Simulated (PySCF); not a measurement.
# O2Zr: the cost of one run

Program: PySCF 2.14.0. Level of theory: relaxation, tpss, def2-tzvpd, and further levels as typed in the inputs. These are calculated values, not measurements.

### Step 1. The structure to begin with

Bond lengths: Zr1–O2 1.766 Å, Zr1–O3 1.766 Å. Angles: O2–Zr1–O3 107.0°.

Structure file:

```xyz
3

Zr    0.0000    0.0000    0.0000
O     1.4200    0.0000    1.0500
O    -1.4200    0.0000    1.0500
```

### Step 2. Relaxation: O2Zr

File run.py:

```python
from pyscf import gto, dft
from pyscf.geomopt.geometric_solver import optimize
mol = gto.M(atom="mol.xyz", basis="def2-tzvpd", verbose=4)
mol.set(ecp='def2-tzvpd').build()
mf = dft.RKS(mol, xc="tpss").density_fit().run(conv_tol=1e-9)
m = optimize(mf, maxsteps=60)
print("optimised structure (A):")
for k in range(m.natm): print(m.atom_symbol(k), *(f"{x:.8f}" for x in m.atom_coords(unit="A")[k]))
```

Command:

```bash
$ python run.py
```

**Question.** How long does this run take on 2 threads of Intel Xeon Platinum 8488C (Sapphire Rapids), shared host?

About 26 s.
